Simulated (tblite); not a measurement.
# C4H7BO3: the cost of one run

Computed with tblite 0.8.0 and PySCF 2.14.0, with density-fitted response routines of our own, on a single molecule, in the gas phase or a continuum. Atoms are numbered from 0 throughout.

## 1. The starting structure

15 atoms, charge 0, multiplicity 1; geometry from: force field or distance geometry start.

Bonds of the start (Å): C0–O1 1.44, O1–C2 1.38, C2–O3 1.27, O3–B4 1.51, B4–O5 1.50, O5–C6 1.40, C6–C7 1.34, C7–C2 1.48, C0–H8 1.11, C0–H9 1.12, C0–H10 1.10, B4–H11 1.19, B4–H12 1.19, C6–H13 1.08, C7–H14 1.08.

## 2. Optimising the geometry with GFN2-xTB

Job settings and geometry (Å):

```
{"job": {"kind": "relax", "xc": "GFN2-xTB", "basis": "xTB"}, "charge": 0, "multiplicity": 1}
C      2.656600    -0.380000     0.039300
O      1.647500     0.643500     0.027200
C      0.294600     0.348700     0.004800
O     -0.114800    -0.848900    -0.026500
B     -1.567100    -1.257300    -0.108100
O     -2.454200    -0.081400     0.199500
C     -1.973300     1.235200     0.124000
C     -0.663100     1.481500     0.014600
H      2.571400    -0.995200    -0.880000
H      2.523800    -1.025200     0.939300
H      3.648200     0.093600     0.068200
H     -1.797200    -2.153600     0.638300
H     -1.795600    -1.612700    -1.219200
H     -2.669800     2.054400     0.182900
H     -0.311300     2.505300    -0.026200
```

Launch:

```console
$ OMP_NUM_THREADS=1 python probes_run.py task.json out
```

One launch serves the whole session: the jobs run in the order shown.

**Question.** How long does this first job take on 1 thread of Intel Xeon at 2.50GHz, shared host, and how much memory does it need?

About 1.1 s, with a peak of 0.18 GiB.
